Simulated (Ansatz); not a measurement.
**Cu3Pd: equal strain of all cell vectors**

One table from this session's results is given with a row withheld; the runs are named, their logs left out.

Computed with Ansatz 0.2.0 (DFT PBEsol, scalar-relativistic, plane waves, PAW, unless a step's input says otherwise).

2 further runs of the same task are left out: 2 set aside as unsound or not needed.

## Starting point

It takes space group Pm-3m (No. 221, cubic). The conventional cell has a = 3.654 Å, b = 3.654 Å, c = 3.654 Å, α = 90.00°, β = 90.00°, γ = 90.00°. Cu (site symmetry 4/mmm) is surrounded by 8 Cu at 2.58 Å and 4 Pd at 2.58 Å. Pd (site symmetry m-3m) has 12 Cu at 2.58 Å in its first shell of neighbours.

Structure file:

```cif
data_structure
_symmetry_space_group_name_H-M 'Pm-3m'
_symmetry_Int_Tables_number 221
_cell_length_a 3.6538
_cell_length_b 3.6538
_cell_length_c 3.6538
_cell_angle_alpha 90.000
_cell_angle_beta 90.000
_cell_angle_gamma 90.000
_cell_volume 48.78
loop_
_atom_site_label
_atom_site_type_symbol
_atom_site_symmetry_multiplicity
_atom_site_Wyckoff_symbol
_atom_site_fract_x
_atom_site_fract_y
_atom_site_fract_z
_atom_site_occupancy
Cu1 Cu 3 c 0.00000 0.50000 0.50000 1
Pd1 Pd 1 a 0.00000 0.00000 0.00000 1
```

This cell was relaxed beforehand with the same method: volume 12.19 Å³/atom, gap on the mesh none (metal).

Set-up of the first run:

Input file input.yaml:

```yaml
crystal:
  lattice:
    - [3.6538027183, 0.0, 0.0]
    - [0.0, 3.6538027183, 0.0]
    - [0.0, 0.0, 3.6538027183]
  atoms:
    - { symbol: Cu, position: [0.0, 0.5, 0.5] }
    - { symbol: Cu, position: [0.5, 0.0, 0.5] }
    - { symbol: Cu, position: [0.5, 0.5, 0.0] }
    - { symbol: Pd, position: [0.0, 0.0, 0.0] }
basis:
  ecutwfc: 420
kpoints:
  mp_grid: { grid: [14, 14, 14] }
hamiltonian:
  xc: pbesol
scf:
  occupations: { method: gaussian, width: 0.1 }
output:
  forces: true
  stress: true
  eigenvalues: true
```

Run with:

```bash
$ ansatz run input.yaml --threads 1 --pin off --max-ram 2560MiB --backend cpu --events-out ev --progress --plain --runs-dir out
```

Among the steps run: The unstrained reference; Strain -2.0 %; At +2.0 %; The cell strained by -4.0 %; The cell strained by +4.0 %; At -6.0 %; Strain +6.0 %.

One table of the session follows, with a row left open; its other results are not shown here.

Lengths are those of the vectors of the cell that was run; stresses in GPa:

```
strain (%)  ΔE (meV/atom)  a (Å)  b (Å)  c (Å)
      -6.0          283.6  3.435  3.435  3.435
      -4.0              ?      ?      ?      ?
      -2.0           26.8  3.581  3.581  3.581
      +0.0            0.0  3.654  3.654  3.654
      +2.0           22.2  3.727  3.727  3.727
      +4.0           82.4  3.800  3.800  3.800
      +6.0          171.6  3.873  3.873  3.873
```

Q: Estimate the row for strain (%) = -4.0 from the others.

Worked estimate for «ΔE (meV/atom)». A straight line through the neighbours (-6.0, 283.6) and (-2.0, 26.8) gives 283.6 + (26.8 − 283.6) × (-4.0 + 6.0) / (-2.0 + 6.0) = 155.2; a parabola fitted to 3 rows on both sides gives 121.3.

As computed: ΔE (meV/atom): 115.9; a (Å): 3.508; b (Å): 3.508; c (Å): 3.508. In «ΔE (meV/atom)» the line misses by +39.3 and the parabola by +5.4.

ΔE is over the unstrained cell. Stress in GPa, positive in compression, on the Cartesian axes of the input. 
